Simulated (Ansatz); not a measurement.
# AlO (oxoaluminum) at UBHLYP/def2-TZVPPD

What is the electronic atomisation energy of AlO (oxoaluminum) at UBHLYP/def2-TZVPPD? 

The calculation is run with Ansatz 0.2.0.

36 further runs of the same task are left out: 36 set aside as unsound or not needed.

## Step 1: The molecule

AlO has 2 atoms, charge 0, and is taken as a doublet. SMILES: `[O]=[Al]`. The shape is that of a PBE0-D4/def2-TZVP optimisation.

Bond lengths: O1–Al2 1.620 Å.

## Step 2: A single-point energy at UBHLYP/def2-TZVPPD

File molecule.yaml:

```yaml
crystal:
  periodic: [false, false, false]
  atoms:
    - {symbol: O, position_ang: [0.000000, -0.000000, -0.024920]}
    - {symbol: Al, position_ang: [-0.000000, 0.000000, 1.594970]}
basis:
  gaussian: {orbitals: def2-TZVPPD.json}
magnetization: {spin_polarized: true, initial_magnetization: 1}
hamiltonian: {xc: {name: BHLYP}}
accuracy: high
output: {orbitals: {seedname: orbitals}}
```

The basis set def2-TZVPPD is read from a file made from the Basis Set Exchange's data (not shown).

Launch:

```sh
$ ansatz run molecule.yaml --threads 1 --pin off --max-ram 3480MiB --events-out events.jsonl --progress --plain --runs-dir runs
```

Output:

```text
Warning: RAYON_NUM_THREADS=1 ignored (pool sized by the plan → 1); use --threads N
Functional definition: BHLYP
  name "BHLYP"
  parameter a = 0.5
  exchange = (1 - a)*b88_x + a*exact_x
  correlation = lyp_c
1150 factors; integrals over basis functions are off by at most 3.3e-9 eV
mean field evaluation 1: about -8632.4827 eV, gradient 4.9e1 eV
mean field evaluation 2: about -8493.3569 eV, gradient 1.4e2 eV
mean field evaluation 4: about -8642.4671 eV, gradient 2.0e0 eV
mean field evaluation 8: about -8642.5831 eV, gradient 7.5e-1 eV
mean field evaluation 16: about -8642.6398 eV, gradient 2.0e-3 eV
mean field evaluation 32: about -8642.5098 eV, gradient 7.0e-1 eV
mean field -8642.63977823 eV, -317.6111536583 hartree, gradient 2.7e-8 eV, S^2 0.772229; 1 other end points of the search recorded, 0 dependent functions left out
reference -8642.63979580 eV, -317.6111543039 hartree; 11, 10 occupied and 77, 78 virtual orbitals, 1150 factors
Total energy: -8642.63979580 eV, -317.6111543039 hartree
```

Run time: 8.1 s. Hardware: 1 thread of Arm Neoverse V1, shared host; peak memory 0.22 GiB.

## Step 3: The Al atom, same level

File run.yaml:

```yaml
crystal:
  periodic: [false, false, false]
  atoms:
    - {symbol: Al, position_ang: [0.000000, 0.000000, 0.000000]}
basis:
  gaussian: {orbitals: def2-TZVPPD.json}
magnetization: {spin_polarized: true, initial_magnetization: 1}
hamiltonian: {xc: {name: BHLYP}}
accuracy: high
```

The basis set def2-TZVPPD is read from a file made from the Basis Set Exchange's data (not shown).

Run the same way, it converges to -242.36924 Eh (log not shown).

## Step 4: The O atom at the same level

File molecule.yaml:

```yaml
crystal:
  periodic: [false, false, false]
  atoms:
    - {symbol: O, position_ang: [0.000000, 0.000000, 0.000000]}
basis:
  gaussian:
    orbitals: def2-TZVPPD.json
magnetization:
  spin_polarized: true
  initial_magnetization: 2
hamiltonian:
  xc: {name: BHLYP}
accuracy: high
```

The basis set def2-TZVPPD is read from a file made from the Basis Set Exchange's data (not shown).

Launch:

```sh
$ ansatz run molecule.yaml --threads 1 --pin off --max-ram 3480MiB --events-out events.jsonl --progress --plain --runs-dir runs
```

Output:

```text
Warning: RAYON_NUM_THREADS=1 ignored (pool sized by the plan → 1); use --threads N
[... 5 set-up lines as earlier in the session ...]
387 factors; integrals over basis functions are off by at most 3.2e-9 eV
mean field evaluation 1: about -2042.8397 eV, gradient 6.5e0 eV
mean field evaluation 2: about -2042.9541 eV, gradient 1.3e0 eV
mean field evaluation 4: about -2042.9643 eV, gradient 1.3e-1 eV
mean field evaluation 8: about -2042.9649 eV, gradient 1.9e-3 eV
mean field evaluation 16: about -2042.9649 eV, gradient 8.0e-8 eV
mean field -2042.96487667 eV, -75.0775744464 hartree, gradient 8.0e-8 eV, S^2 2.004893; 0 other end points of the search recorded, 0 dependent functions left out
reference -2042.96489541 eV, -75.0775751349 hartree; 5, 3 occupied and 35, 37 virtual orbitals, 387 factors
Total energy: -2042.96489541 eV, -75.0775751349 hartree
```

It took 0.68 s on 1 thread of Arm Neoverse V1, shared host.

## Step 5: Results

At UBHLYP/def2-TZVPPD:

| quantity | value |
| --- | --- |
| molecule: total energy | -317.61115 Eh |
| molecule: HOMO energy (highest over α and β) | -8.72 eV |
| molecule: LUMO energy (lowest over α and β) | -3.39 eV |
| molecule: ⟨S²⟩ | 0.772 |
| Al atom: total energy | -242.36924 Eh |
| Al atom: ⟨S²⟩ | 0.757 |
| O atom: total energy | -75.07758 Eh |
| O atom: ⟨S²⟩ | 2.005 |
| electronic atomisation energy | 4.472 eV |

What this shows: Taking the molecule apart into free atoms costs 4.47 eV (103 kcal/mol), before zero-point energy and without spin-orbit coupling.
